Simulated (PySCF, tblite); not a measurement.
# C₇H₇NO: geometry, infrared bands and NMR shifts

Aim: predict the infrared bands and NMR shifts of C₇H₇NO (`O=CN[C@@]12[C@@H]3[C@H]4[C@@H]3[C@@H]1[C@H]42`).

Programs: tblite 0.8.0 and PySCF 2.14.0, with density-fitted response routines of our own. Each step states its level of theory. These are calculated values for one molecule in the gas phase, unless marked as measured. Atoms are numbered from 0 throughout.

## 1. The molecule as given

16 atoms, charge 0, multiplicity 1; geometry from: force field or distance geometry start.

Bonds of the start (Å): O0–C1 1.22, C1–N2 1.36, N2–C3 1.40, C3–C4 1.50, C4–C5 1.50, C5–C6 1.50, C6–C7 1.49, C7–C8 1.50, C7–C3 1.48, C8–C3 1.48, C6–C4 1.50, C8–C5 1.50, C1–H9 1.10, N2–H10 1.01, C4–H11 1.06, C5–H12 1.06, C6–H13 1.06, C7–H14 1.06, C8–H15 1.05.

## 2. Optimising the geometry with GFN2-xTB

The job: settings as JSON, then the geometry in Å.

```
{"job": {"kind": "relax", "xc": "GFN2-xTB", "basis": "xTB"}, "charge": 0, "multiplicity": 1}
O      2.324300     0.915500     1.487200
C      2.533600     0.279800     0.462800
N      1.616500    -0.260400    -0.379200
C      0.233500    -0.126200    -0.182500
C     -0.740900    -0.910300     0.643300
C     -1.812400    -0.657900    -0.382800
C     -1.604800     0.313600     0.734600
C     -0.625900     1.076800    -0.095000
C     -0.808600     0.085200    -1.211300
H      3.561000     0.054300     0.139900
H      1.929500    -0.779000    -1.187800
H     -0.664100    -1.665900     1.381400
H     -2.647200    -1.279200    -0.577700
H     -2.278800     0.563500     1.513500
H     -0.300700     2.088600    -0.123100
H     -0.722800     0.310600    -2.234700
```

Launch:

```
> OMP_NUM_THREADS=1 python probes_run.py task.json out
```

This one command runs all jobs of the session in turn.

**Question.** This job is followed by: GFN2-xTB harmonic vibrations, gas phase; GIAO PBE0/pcSseg-1 NMR shielding, non-relativistic, gas phase. Predict these results of the whole session: strongest single infrared mode (GFN2-xTB); zero-point energy (GFN2-xTB); 13C shifts against TMS (PBE0/pcSseg-1, means over atoms taken as alike); 1H shifts against TMS (PBE0/pcSseg-1, means over atoms taken as alike); 17O shifts against H2O (PBE0/pcSseg-1); 15N shifts against NH3 (PBE0/pcSseg-1).

**Answer**, as computed:

| quantity | value |
| --- | --- |
| strongest single infrared mode (GFN2-xTB) | 1775 cm⁻¹, 576 km/mol |
| zero-point energy (GFN2-xTB) | 76.8 kcal/mol |
| 13C shifts against TMS (PBE0/pcSseg-1, means over atoms taken as alike) | 159.6, 46.8, 39.2, 37.7, 26.5 ppm |
| 1H shifts against TMS (PBE0/pcSseg-1, means over atoms taken as alike) | 7.96, 5.00, 2.98, 2.61, 2.22 ppm |
| 17O shifts against H2O (PBE0/pcSseg-1) | 426.5 ppm |
| 15N shifts against NH3 (PBE0/pcSseg-1) | 144.2 ppm |

The optimisation took 102 steps and gained 0.274 eV; among the close pairs (by a distance rule), C3–C4 changed most, from 1.499 to 1.548 Å. No mode is imaginary among the 42: a minimum at this level. The strongest single mode, at 1775 cm⁻¹, moves mainly C1 and O0. Unscaled tight-binding wavenumbers are off by several per cent, some by more. Its intensities can rank the bands wrongly. The most deshielded carbon is C1 (amide carbonyl carbon), at 159.6 ppm: it is a carbonyl in resonance with an O or N lone pair, the region of acids, esters and amides. At PBE0/pcSseg-1: The widest tensor belongs to O0: span 754 ppm, with a paramagnetic part of -492 ppm.
